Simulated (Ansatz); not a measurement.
**GdOF (R-3m): the equilibrium volume**

At what volume is GdOF (R-3m) free of pressure?

Method: DFT PBEsol, scalar-relativistic, plane waves, PAW, in Ansatz 0.2.0.

2 further runs of the same task are left out: 2 set aside as unsound or not needed. Runs told in other sessions of the task aren't counted.

**1. The structure to begin with**

The structure is trigonal, space group R-3m (No. 166). Conventional cell: a = 3.874 Å, b = 3.874 Å, c = 19.323 Å, α = 90.00°, β = 90.00°, γ = 120.00°. F (site symmetry 3m) is surrounded by 4 Gd at 2.48 Å. Gd (site symmetry 3m) has 4 O at 2.31 Å and 4 F at 2.48 Å in its first shell of neighbours. O (site symmetry 3m) is surrounded by 4 Gd at 2.31 Å.

Coordinates:

```xyz
6
Lattice="1.9368 1.1182 6.4411 -1.9368 1.1182 6.4411 0.0000 -2.2364 6.4411" Properties=species:S:1:pos:R:3 pbc="T T T"
F     0.0000    0.0000    7.1486
F     0.0000    0.0000   12.1746
Gd    0.0000    0.0000    4.6672
Gd    0.0000    0.0000   14.6560
O     0.0000    0.0000    2.3542
O     0.0000    0.0000   16.9690
```

Starting moments: Gd 7.00 μB.

**2. The first run (PBEsol, 6×6×6 mesh)**

Contents of input.yaml:

```yaml
crystal:
  lattice:
    - [1.93678369, 1.11820259, 6.44106177]
    - [-1.93678369, 1.11820259, 6.44106177]
    - [0.0, -2.23640518, 6.44106177]
  atoms:
    - { symbol: F, position: [0.36995057, 0.36995057, 0.36995057] }
    - { symbol: F, position: [0.63004943, 0.63004943, 0.63004943] }
    - { symbol: Gd, position: [0.24153413, 0.24153413, 0.24153413], spin: 7.0 }
    - { symbol: Gd, position: [0.75846587, 0.75846587, 0.75846587], spin: 7.0 }
    - { symbol: O, position: [0.12183246, 0.12183246, 0.12183246] }
    - { symbol: O, position: [0.87816754, 0.87816754, 0.87816754] }
basis:
  ecutwfc: 420
kpoints:
  mp_grid: { grid: [6, 6, 6] }
hamiltonian:
  xc: pbesol
scf:
  occupations: { method: gaussian, width: 0.1 }
  lower_state_search: "off"
output:
  forces: true
  stress: true
  eigenvalues: true
  populations: true
  hubbard: { sites: [{ species: Gd, l: f }] }
magnetization:
  spin_polarized: true
```

Run with:

```
$ ansatz run input.yaml --threads 8 --pin off --max-ram 14336MiB --backend cpu --events-out ev --progress --plain --runs-dir out
```

Further steps of the session: Full relaxation.

**Question.** What will these runs give? Wanted: volume; pressure; conventional cell; gap on the mesh; spin moments in spheres.

As calculated:

```
               quantity                                                                        value
                 volume                                                               13.566 Å³/atom
               pressure                                                                    -0.01 GPa
      conventional cell  a = 3.835 Å, b = 3.835 Å, c = 19.174 Å, α = 90.00°, β = 90.00°, γ = 120.00°
        gap on the mesh                                                                      3.39 eV
spin moments in spheres                                                                   Gd 6.79 μB
```

Over the 2 runs shown the cell moved from 13.95 to 13.57 Å³/atom, a change of -2.7 %, where the pressure is zero within 0.01 GPa. No U or exact exchange acts on the open f shell of Gd, so the gap holds for this level alone and is likely too small. Spin–orbit coupling is left out, though the cell holds Gd; it splits the 4f levels.
